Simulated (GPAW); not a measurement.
# NiMoIrPdW in GPAW: the effect of functional

Crystal: NiMoIrPdW.

```
Ni Mo Pd Ir W
1.0
     4.11705    0.00000    0.00000
    -2.05853    3.56547    0.00000
     0.00000    0.00000    5.44580
Ni Mo Pd Ir W
1 1 1 1 1
Cartesian
  0.0000 0.0000 5.2157
  2.0585 1.1885 5.2367
  2.0585 1.1885 2.5211
  0.0000 2.3770 3.9521
  0.0000 2.3770 1.2875
```

The cell was built by a generator and needn't be a form met in nature.

Alike in all runs:

```yaml
Program: GPAW 26.7.0
Task: band structure
Cutoff: 600 eV
Basis: pw
k_mesh: 5 × 5 × 4
Occupations: fermi-dirac, width 0.05 eV
Spin: collinear spin, ferromagnetic start
Starting_moments: "[1.0, 1.0, 0.0, 0.6, 0.0] μB"
```

One run gave: pressure 4.2 GPa; largest force 0.22 eV/Å. Which functional did it use?
A. SCAN
B. TPSS
C. revPBE
D. RPBE
E. LDA

D.

```csv
functional,potentials or basis,pressure (GPa),largest force (eV/Å)
SCAN,GPAW PAW data sets (gpaw-data 1.2.1),-8.6,0.30
TPSS,GPAW PAW data sets (gpaw-data 1.2.1),-4.5,0.23
LDA,the program's PAW data sets (release 1.2.1) made for this functional,-13.4,0.14
PBEsol,PAW data sets generated in the run's folder for this functional,-7.9,0.12
RPBE,the program's PAW data sets (release 1.2.1) made for this functional,4.2,0.22
revPBE,the program's PAW data sets (release 1.2.1) made for this functional,3.1,0.21
BLYP,PAW data sets generated in the run's folder for this functional,8.8,0.31
AM05,PAW data sets generated in the run's folder for this functional,-8.9,0.14
PW91,PAW data sets generated in the run's folder for this functional,0.0,0.20
r2SCAN,GPAW PAW data sets (gpaw-data 1.2.1),-3.6,0.23
```

Caveats: the stock nickel data set gives pressures a few GPa off other programs; the PAW data sets were made with another functional, which shifts forces and pressure a little (some runs).

Not every run made on this cell is shown here.
